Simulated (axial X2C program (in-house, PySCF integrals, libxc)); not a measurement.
# SbLi⁺: from the state search to constants

What are the state, bond length, wavenumber and bond energy of SbLi⁺, and what does spin–orbit coupling change?

Method: all-electron X2C, Sb dyall-cv3z, Li dyall-cv3z; program: an in-house X2C program for linear molecules on PySCF integrals.

All values are calculated.

### 1 Input

Contents of task.json:

```json
{"zs": [51, 3], "q": 1, "bas": ["dyall-cv3z", "dyall-cv3z"], "levels": ["PBE0", "HF", "PBE50"], "cc": true, "r0": 2.73, "thr": -2.0, "nmax": 90, "npts": 10, "nst": 2, "ntry": 6}
```

Keys: zs atomic numbers; q charge; bas basis sets; levels methods (HF also brings MP2); cc coupled cluster on or off; r0 starting distance in Å; thr threshold in hartree for freezing inner shells (an s shell follows its p shell); nmax most natural virtual spinors; npts points asked for on the curve; nst determinants followed; ntry starts of the search.

Launch:

```sh
> python so2c.py task.json out
```

Spin-free means the one-electron spin-free X2C Hamiltonian; two-component (2c) means X2C with spin–orbit coupling and atomic mean-field two-electron Coulomb and Gaunt terms. Basis: Sb dyall-cv3z contracted to [11s12p8d4f1g], Li dyall-cv3z contracted to [7s8p2d]; Gaussian nuclei, density fitting. Masses: Sb 120.904 u, Li 7.016 u.

Notation: σ, π±, δ± give the projection m of an orbital's angular momentum (0, ±1, ±2), α and β its spin, Λ and M_S the sums; ω is the projection of a spinor's total angular momentum and Ω the sum. Logs are in hartree.

The results follow Hamiltonian by Hamiltonian and level by level.

### 2 Search for the lowest determinant

PBE0 moves the distance from 2.730 Å to 2.922 Å and compares determinants there.

Spin-free determinants:

```
ΔE (eV)             state                          open shells
   0.00  M_S = 3/2, Λ = 0   beyond closed shells: σα, π+α, π-α
   0.58  M_S = 1/2, Λ = 0   beyond closed shells: σβ, π+α, π-α
   0.76  M_S = 1/2, Λ = 1            beyond closed shells: π+α
   1.15  M_S = 1/2, Λ = 0   beyond closed shells: σα, π+β, π-α
   1.15  M_S = 1/2, Λ = 2   beyond closed shells: σα, π+α, π+β
   2.49  M_S = 1/2, Λ = 1  beyond closed shells: π+α, π+β, π-α
   4.93  M_S = 3/2, Λ = 1    beyond closed shells: 2 × σα, π+α
```

Two-component determinants:

| ΔE (eV) | state | open shells |
| --- | --- | --- |
| 0.00 | Ω = 3/2 | excess of +ω over −ω: ω = 3/2 |
| 0.50 | Ω = 1/2 | excess of +ω over −ω: ω = 1/2 |
| 0.66 | Ω = 1/2 | excess of +ω over −ω: 2 × ω = -1/2, ω = 3/2 |
| 1.23 | Ω = 5/2 | excess of +ω over −ω: 2 × ω = 1/2, ω = 3/2 |
| 1.59 | Ω = 1/2 | excess of +ω over −ω: ω = 1/2 |
| 6.24 | Ω = 7/2 | excess of +ω over −ω: ω = 1/2, 2 × ω = 3/2 |
| 6.42 | Ω = 5/2 | excess of +ω over −ω: ω = -1/2, 2 × ω = 3/2 |

### 3 PBE0, spin-free

State followed: M_S = 3/2, Λ = 0 (beyond closed shells: σα, π+α, π-α). The scan is laid around 2.922 Å, a first estimate of the minimum, and this SCF restarts from the orbitals of the search.

Output at 2.922 Å:

```text
spin-free X2C-1e  PBE0
basis functions 165  fitting functions 836  grid points 5087
iter        total energy     max residual
   1      -6487.751120382     2.18e-05
   2      -6487.751120390     2.22e-05
   3      -6487.751120393     3.66e-06
   4      -6487.751120394     1.57e-06
converged
one-electron -8955.56384112  Coulomb 2613.60229302  exact exchange -42.75642507  xc functional -130.74160488  nuclear repulsion 27.70845766
```

Along the bond, energies from the lowest point:

```
R (Å)  E (eV)  μ (D)  HOMO (eV)  LUMO (eV)  iterations
2.542  0.1350   7.95     -11.79      -8.70           9
2.659  0.0556   8.48     -11.64      -8.60           8
2.747  0.0221   8.89     -11.53      -8.51           8
2.834  0.0046   9.30     -11.42      -8.42           8
2.922  0.0000   9.73     -11.32      -8.33           4
3.024  0.0063  10.22     -11.21      -8.21           9
3.127  0.0218  10.73     -11.10      -8.10           9
3.258  0.0512  11.39     -10.96      -7.95           8
3.419  0.0951  12.22     -10.80      -7.77           8
3.652  0.1652  13.46     -10.57      -7.50           9
```

Dipoles are positive if Li is the positive end and refer to the centre of mass.

Outer orbitals at the reference distance:

```csv
symmetry,occupied,ε (eV),atomic character
σα,yes,-20.29,"85% Sb s, 8% Li p, 4% Li d"
σβ,yes,-17.53,"85% Sb s, 8% Li p, 4% Li d"
σα,yes,-12.15,"78% Sb p, 9% Li s, 9% Li p"
π+α,yes,-11.32,"94% Sb p, 3% Li p, 3% Li d"
π-α,yes,-11.32,"94% Sb p, 3% Li p, 3% Li d"
σβ,no,-8.33,"74% Sb p, 14% Li s, 8% Li p"
π+β,no,-7.39,"90% Sb p, 7% Li p, 3% Li d"
π-β,no,-7.39,"90% Sb p, 7% Li p, 3% Li d"
σα,no,-5.80,"77% Li s, 10% Li p, 6% Sb p"
```

PBE0 fields in the half plane through the axis: z from -2.4 to 5.1 Å across, distance from the axis 0.15 to 2.25 Å upwards; Sb lies at z = 0 and Li at z = 2.922 Å; the ELF is damped to zero where the density is low.

log10 density (e/bohr³). Ten even steps from ' ' (-6.84 ) to '@' (1.83 ):
```
::------====================----------::::....      
------========++++++++==========--------::::....    
----======++++++++++++++++========------::::......  
--======++++++******++++++++++======------::......  
--====++++++************++++++++========--::::......
====++++++****######******++++++++++++++==--::......
====++++****##%%%%%%##****++++++++******++==::......
====++++****##%%@@%%##******++++**##%%##++==--......
```

ELF. Ten even steps from '0' (0.00 ) to '9' (1.00 ):
```
00001345544321100000000000
00024567766554321000000000
00246778777765543100000000
01357777777777663000000000
02467764446777751000000000
03577532322578720011000000
13676336763368700999800000
14675254745268605999940000
```

Re = 2.918 Å, ωe = 226.1 cm⁻¹, ωexe = 2.37 cm⁻¹, Be = 0.2985 cm⁻¹, De = 0.559 eV, μ = 9.71 D.

### 4 HF, spin-free

The SCF at the reference distance of 2.922 Å:

```text
spin-free X2C-1e  HF
basis functions 165  fitting functions 836  grid points 5087
iter        total energy     max residual
   1      -6485.278790723     3.52e-01
   2      -6485.295489747     4.79e-03
   3      -6485.295825045     9.95e-04
   4      -6485.295864440     6.06e-04
   5      -6485.295876000     4.90e-04
   6      -6485.295883644     3.18e-04
   7      -6485.295888069     1.16e-04
   8      -6485.295888721     1.89e-05
   9      -6485.295888739     7.66e-06
  10      -6485.295888741     2.30e-06
  11      -6485.295888741     4.47e-07
converged
one-electron -8954.90763868  Coulomb 2612.99633217  exact exchange -171.09303989  xc functional 0.00000000  nuclear repulsion 27.70845766
```

Re = 2.976 Å, ωe = 218.0 cm⁻¹, ωexe = 2.71 cm⁻¹, Be = 0.287 cm⁻¹, De = 0.477 eV, μ = 10.22 D.

### 5 PBE50, spin-free

The SCF at the reference distance of 2.922 Å:

```text
spin-free X2C-1e  PBE50
basis functions 165  fitting functions 836  grid points 5087
iter        total energy     max residual
   1      -6487.839987202     1.21e-01
   2      -6487.842167091     1.44e-03
   3      -6487.842192556     8.29e-04
   4      -6487.842199777     1.57e-04
   5      -6487.842200727     6.91e-05
   6      -6487.842200928     3.82e-05
   7      -6487.842200961     1.57e-05
   8      -6487.842200968     1.47e-06
   9      -6487.842200968     4.11e-07
converged
one-electron -8955.84149210  Coulomb 2613.90959130  exact exchange -85.53253581  xc functional -88.08622202  nuclear repulsion 27.70845766
```

Re = 2.907 Å, ωe = 229.9 cm⁻¹, ωexe = 2.55 cm⁻¹, Be = 0.3009 cm⁻¹, De = 0.538 eV, μ = 9.77 D.

### 6 Correlated methods, spin-free

Correlated methods: 15 electrons correlated (frozen shells, counted by type: Sb 4 s, 3 p, 1 d; Li 1 s), 233 virtual spinors in MP2, 89 natural virtuals in coupled cluster.

Output of the correlated part at 2.922 Å:

```text
correlated 15  virtual 233  natural virtual 89  E(MP2) -0.547734177  MP2 remainder -0.023189250
iter   CCSD correlation   residual
   1     -0.478318348   9.43e-02
   2     -0.487897178   2.19e-02
   3     -0.488170170   6.15e-03
   4     -0.488164934   1.49e-03
   5     -0.488174556   5.36e-04
   6     -0.488174042   1.85e-04
   7     -0.488173916   4.00e-05
   8     -0.488174202   7.59e-06
   9     -0.488174114   1.79e-06
  10     -0.488174127   5.16e-07
(T) -0.012716390  T1 0.0118  D1 0.0299  max T2 0.063
```

T1 in the output is the amplitude norm over the root of the electron number; divide by √2 for the Lee–Taylor value.

MP2: Re = 2.967 Å, ωe = 216.8 cm⁻¹, Be = 0.2887 cm⁻¹, De = 0.463 eV.

CCSD: Re = 2.963 Å, ωe = 218.5 cm⁻¹, ωexe = 2.74 cm⁻¹, Be = 0.2895 cm⁻¹, De = 0.466 eV. T1 at Re = 0.008 (Lee–Taylor, the printed value over √2).

CCSD(T): Re = 2.962 Å, ωe = 219.1 cm⁻¹, ωexe = 2.74 cm⁻¹, Be = 0.2897 cm⁻¹, De = 0.476 eV. T1 at Re = 0.008 (Lee–Taylor, the printed value over √2).

### 7 A higher determinant, spin-free

State: M_S = 1/2, Λ = 0 (beyond closed shells: σβ, π+α, π-α).

Output at the reference distance:

```text
spin-free X2C-1e  PBE0
basis functions 165  fitting functions 836  grid points 5087
iter        total energy     max residual
   1      -6487.729629001     2.57e-05
   2      -6487.729629012     2.54e-05
   3      -6487.729629017     2.84e-06
   4      -6487.729629018     1.18e-06
converged
one-electron -8955.34944361  Coulomb 2613.38864113  exact exchange -42.74947184  xc functional -130.72781236  nuclear repulsion 27.70845766
```

```
R (Å)  E above the lowest PBE0 point (eV)
2.542                               0.768
2.659                               0.672
2.747                               0.627
2.834                               0.599
2.922                               0.585
3.024                               0.582
3.127                               0.589
3.258                               0.611
3.419                               0.649
```

Re = 2.998 Å, ωe = 210.8 cm⁻¹, Be = 0.2828 cm⁻¹, μ = 10.02 D. ⟨S²⟩ = 1.76 against 0.75 for a pure state, so this determinant mixes spins. Te = 0.58 eV.

### 8 The spin-free curves together

Energy (eV) of the followed determinant, spin-free, from each level's lowest point:

```
R (Å)   PBE0     HF    MP2   CCSD  CCSD(T)  PBE50
2.542  0.135  0.177  0.166    n/a      n/a  0.130
2.659  0.056  0.082  0.075  0.075    0.074  0.052
2.747  0.022  0.038  0.034  0.034    0.033  0.020
2.834  0.005  0.012  0.010  0.010    0.010  0.003
2.922  0.000  0.001  0.000  0.000    0.000  0.000
3.024  0.006  0.000  0.001  0.001    0.001  0.008
3.127  0.022  0.010  0.011  0.012    0.012  0.025
3.258  0.051  0.033  0.035  0.036    0.037  0.055
3.419  0.095  0.071  0.072    n/a      n/a  0.101
3.652  0.165  0.134  0.134    n/a      n/a  0.172
```

### 9 PBE0, 2c

State followed: Ω = 3/2 (excess of +ω over −ω: ω = 3/2). The scan is laid around 2.922 Å, a first estimate of the minimum, and this SCF restarts from the orbitals of the search.

The SCF at the reference distance of 2.922 Å:

```text
two-component X2C + atomic mean field  PBE0
basis functions 165  fitting functions 836  grid points 5087
iter        total energy     max residual
   1      -6485.026618133     3.55e-06
   2      -6485.026618134     1.69e-06
converged
one-electron -8947.73132734  Coulomb 2612.16605884  exact exchange -42.72946823  xc functional -130.66495168  nuclear repulsion 27.70845766  atomic mean-field constant -3.77538738
```

Along the bond, energies from the lowest point:

```
R (Å)  E (eV)  μ (D)  HOMO (eV)  LUMO (eV)  iterations
2.542  0.1326   7.96     -11.53      -8.67          11
2.659  0.0537   8.49     -11.38      -8.57          10
2.747  0.0207   8.89     -11.28      -8.48           9
2.834  0.0039   9.31     -11.17      -8.39           8
2.922  0.0000   9.72     -11.07      -8.30           2
3.024  0.0072  10.22     -10.96      -8.19           9
3.127  0.0236  10.73     -10.85      -8.08          10
3.258  0.0541  11.39     -10.71      -7.93          10
3.419  0.0991  12.22     -10.55      -7.75          10
3.652  0.1705  13.46     -10.32      -7.49          11
```

Dipoles are positive if Li is the positive end and refer to the centre of mass.

Outer spinors at the reference distance:

```json
{"ω": "1/2", "occupied": "yes", "ε (eV)": "-20.23", "atomic character": "85% Sb s, 8% Li p, 4% Li d", "λ mixture": "100% σ"}
{"ω": "-1/2", "occupied": "yes", "ε (eV)": "-17.56", "atomic character": "85% Sb s, 8% Li p, 4% Li d", "λ mixture": "100% σ"}
{"ω": "1/2", "occupied": "yes", "ε (eV)": "-12.11", "atomic character": "79% Sb p, 9% Li s, 9% Li p", "λ mixture": "99% σ, 1% π"}
{"ω": "-1/2", "occupied": "yes", "ε (eV)": "-11.57", "atomic character": "94% Sb p, 3% Li p, 2% Li d", "λ mixture": "96% π, 4% σ"}
{"ω": "3/2", "occupied": "yes", "ε (eV)": "-11.07", "atomic character": "93% Sb p, 4% Li p, 3% Li d", "λ mixture": "100% π"}
{"ω": "-1/2", "occupied": "no", "ε (eV)": "-8.30", "atomic character": "74% Sb p, 14% Li s, 8% Li p", "λ mixture": "96% σ, 4% π"}
{"ω": "1/2", "occupied": "no", "ε (eV)": "-7.59", "atomic character": "90% Sb p, 6% Li p, 3% Li d", "λ mixture": "99% π, 1% σ"}
{"ω": "-3/2", "occupied": "no", "ε (eV)": "-7.24", "atomic character": "89% Sb p, 7% Li p, 3% Li d", "λ mixture": "100% π"}
{"ω": "1/2", "occupied": "no", "ε (eV)": "-5.78", "atomic character": "76% Li s, 10% Li p, 6% Sb p", "λ mixture": "100% σ"}
```

PBE0 fields in the half plane through the axis: z from -2.4 to 5.1 Å across, distance from the axis 0.15 to 2.25 Å upwards; Sb lies at z = 0 and Li at z = 2.922 Å; the ELF is damped to zero where the density is low.

log10 density (e/bohr³). Ten even steps from '0' (-6.82 ) to '9' (1.83 ):
```
23334444444444333322211000
33344445555444443333221100
33444555555554444333221110
34445556665555544433321110
34455566666655554444322111
44555667776665555555432111
44556678887665555666532111
44556678987666556787543111
```

ELF. Ten even steps from '0' (0.00 ) to '9' (1.00 ):
```
00001344544321100000000000
00024566666544321000000000
00246777777765543100000000
01357777777777663000000000
02467764445777750000000000
03577532322578720011000000
13676336763368700999800000
14675254745268605999940000
```

Re = 2.911 Å, ωe = 228.9 cm⁻¹, ωexe = 2.43 cm⁻¹, Be = 0.2999 cm⁻¹, De = 0.563 eV, μ = 9.67 D.

### 10 HF, 2c

The SCF at the reference distance of 2.922 Å:

```text
two-component X2C + atomic mean field  HF
basis functions 165  fitting functions 836  grid points 5087
iter        total energy     max residual
   1      -6482.550071142     3.72e-01
   2      -6482.567031029     4.82e-03
   3      -6482.567492822     1.11e-03
   4      -6482.567595097     8.42e-04
   5      -6482.567636894     6.67e-04
   6      -6482.567676721     3.80e-04
   7      -6482.567693718     7.59e-05
   8      -6482.567694475     1.88e-05
   9      -6482.567694497     8.04e-06
  10      -6482.567694501     4.40e-06
  11      -6482.567694503     3.78e-06
  12      -6482.567694505     3.04e-06
  13      -6482.567694508     8.02e-07
  14      -6482.567694508     2.78e-07
converged
one-electron -8947.04903032  Coulomb 2611.53555495  exact exchange -170.98728940  xc functional 0.00000000  nuclear repulsion 27.70845766  atomic mean-field constant -3.77538738
```

Re = 2.971 Å, ωe = 220.1 cm⁻¹, ωexe = 2.73 cm⁻¹, Be = 0.288 cm⁻¹, De = 0.481 eV, μ = 10.19 D.

### 11 PBE50, 2c

The SCF at the reference distance of 2.922 Å:

```text
two-component X2C + atomic mean field  PBE50
basis functions 165  fitting functions 836  grid points 5087
iter        total energy     max residual
   1      -6485.114323566     1.28e-01
   2      -6485.116519196     1.44e-03
   3      -6485.116549521     8.31e-04
   4      -6485.116558041     1.56e-04
   5      -6485.116560207     1.01e-04
   6      -6485.116561086     5.08e-05
   7      -6485.116561290     2.68e-05
   8      -6485.116561376     1.03e-05
   9      -6485.116561395     7.23e-06
  10      -6485.116561404     3.65e-06
  11      -6485.116561407     1.39e-06
  12      -6485.116561407     2.99e-07
converged
one-electron -8948.00147630  Coulomb 2612.46589345  exact exchange -85.47872656  xc functional -88.03532227  nuclear repulsion 27.70845766  atomic mean-field constant -3.77538738
```

Re = 2.900 Å, ωe = 233.2 cm⁻¹, ωexe = 2.62 cm⁻¹, Be = 0.3023 cm⁻¹, De = 0.543 eV, μ = 9.73 D.

### 12 Correlated methods, 2c

Correlated methods: 15 electrons correlated (frozen shells, counted by type: Sb 4 s, 3 p, 1 d; Li 1 s), 233 virtual spinors in MP2, 90 natural virtuals in coupled cluster.

Output of the correlated part at 2.922 Å:

```text
correlated 15  virtual 233  natural virtual 90  E(MP2) -0.547746303  MP2 remainder -0.022438683
iter   CCSD correlation   residual
   1     -0.479219901   9.49e-02
   2     -0.488869372   2.26e-02
   3     -0.489154726   7.54e-03
   4     -0.489164086   3.40e-03
   5     -0.489195976   2.00e-03
   6     -0.489197274   9.88e-04
   7     -0.489198071   4.19e-04
   8     -0.489198972   2.02e-04
   9     -0.489198867   1.03e-04
  10     -0.489198406   5.72e-05
  11     -0.489199067   2.80e-05
  12     -0.489198609   1.53e-05
  13     -0.489198860   9.13e-06
  14     -0.489198759   3.49e-06
  15     -0.489198788   1.46e-06
  16     -0.489198797   9.21e-07
(T) -0.012761094  T1 0.0134  D1 0.0323  max T2 0.062
```

MP2: Re = 2.963 Å, ωe = 218.0 cm⁻¹, Be = 0.2896 cm⁻¹, De = 0.463 eV.

CCSD: Re = 2.956 Å, ωe = 221.2 cm⁻¹, ωexe = 2.81 cm⁻¹, Be = 0.2909 cm⁻¹, De = 0.476 eV. T1 at Re = 0.009 (Lee–Taylor, the printed value over √2).

CCSD(T): Re = 2.956 Å, ωe = 221.5 cm⁻¹, ωexe = 2.8 cm⁻¹, Be = 0.291 cm⁻¹, De = 0.478 eV. T1 at Re = 0.009 (Lee–Taylor, the printed value over √2).

### 13 A higher determinant, 2c

State: Ω = 1/2 (excess of +ω over −ω: ω = 1/2).

Output at the reference distance:

```text
two-component X2C + atomic mean field  PBE0
basis functions 165  fitting functions 836  grid points 5087
iter        total energy     max residual
   1      -6485.008405233     1.86e-05
   2      -6485.008405302     1.49e-05
   3      -6485.008405329     1.33e-05
   4      -6485.008405370     9.96e-06
   5      -6485.008405405     6.10e-06
   6      -6485.008405425     1.87e-06
   7      -6485.008405427     1.10e-06
converged
one-electron -8947.36280041  Coulomb 2611.77209096  exact exchange -42.71435448  xc functional -130.63641177  nuclear repulsion 27.70845766  atomic mean-field constant -3.77538738
```

```
R (Å)  E above the lowest PBE0 point (eV)
2.542                               0.635
2.659                               0.541
2.747                               0.506
2.834                               0.492
2.922                               0.496
3.024                               0.516
3.127                               0.548
3.258                               0.601
3.419                               0.675
```

Re = 2.857 Å, ωe = 290.1 cm⁻¹, ωexe = 2.66 cm⁻¹, Be = 0.3115 cm⁻¹, μ = 8.94 D. Te = 0.49 eV.

### 14 The 2c curves together

Energy (eV) of the followed determinant, 2c, from each level's lowest point:

```
R (Å)   PBE0     HF    MP2   CCSD  CCSD(T)  PBE50
2.542  0.133  0.175  0.164    n/a      n/a  0.128
2.659  0.054  0.080  0.074  0.073    0.073  0.050
2.747  0.021  0.036  0.033  0.032    0.032  0.018
2.834  0.004  0.011  0.010  0.009    0.009  0.003
2.922  0.000  0.000  0.000  0.000    0.000  0.000
3.024  0.007  0.000  0.001  0.002    0.002  0.009
3.127  0.024  0.011  0.012  0.014    0.014  0.026
3.258  0.054  0.035  0.036  0.039    0.039  0.059
3.419  0.099  0.074  0.074    n/a      n/a  0.105
3.652  0.171  0.138  0.136    n/a      n/a  0.177
```

Time for the job: 3.6 min (1 thread of Arm Neoverse V1, shared host).

### 15 Results

Lowest determinant that the search found at its distance, spin-free: M_S = 3/2, Λ = 0 (beyond closed shells: σα, π+α, π-α).

Lowest determinant that the search found at its distance, 2c: Ω = 3/2 (excess of +ω over −ω: ω = 3/2).

| Hamiltonian | level | Re (Å) | ωe (cm⁻¹) | De (eV) | μ (D) |
| --- | --- | --- | --- | --- | --- |
| spin-free | PBE0 | 2.918 | 226.1 | 0.559 | 9.71 |
| spin-free | HF | 2.976 | 218.0 | 0.477 | 10.22 |
| spin-free | MP2 | 2.967 | 216.8 | 0.463 | n/a |
| spin-free | CCSD | 2.963 | 218.5 | 0.466 | n/a |
| spin-free | CCSD(T) | 2.962 | 219.1 | 0.476 | n/a |
| spin-free | PBE50 | 2.907 | 229.9 | 0.538 | 9.77 |
| 2c | PBE0 | 2.911 | 228.9 | 0.563 | 9.67 |
| 2c | HF | 2.971 | 220.1 | 0.481 | 10.19 |
| 2c | MP2 | 2.963 | 218.0 | 0.463 | n/a |
| 2c | CCSD | 2.956 | 221.2 | 0.476 | n/a |
| 2c | CCSD(T) | 2.956 | 221.5 | 0.478 | n/a |
| 2c | PBE50 | 2.900 | 233.2 | 0.543 | 9.73 |

Dipoles are positive if Li is the positive end and refer to the centre of mass.

Time per point (s) on 1 thread of Arm Neoverse V1, shared host (2c runs; CCSD comes with the CCSD(T) run); the times are rough: PBE0 0.44, HF 0.41, MP2 0.7, CCSD(T) 8.1, PBE50 0.54.

At CCSD(T), going from spin-free to two-component changes Re by -6 mÅ, ωe by +1.1 %; the spin-free picture holds up (part of it comes from the scalar share of the two-electron terms). De moves by 0.00 eV; both De rest on single-determinant atoms, which can miss part of an open shell's spin–orbit lowering.

De refers to Sb + Li+, each in the lowest determinant found, which need not be this curve's own limit. Each curve is one determinant whose occupation by symmetry is held fixed; it was picked as the lowest of a PBE0 search that is not exhaustive. De is counted from the lowest determinant-based energies of the atoms at the same level, without counterpoise correction. Density functionals use the spin component along the axis (collinear). CCSD and (T) use frozen natural virtuals with an MP2 correction for the truncation. With several unpaired electrons one determinant need not be a pure state.
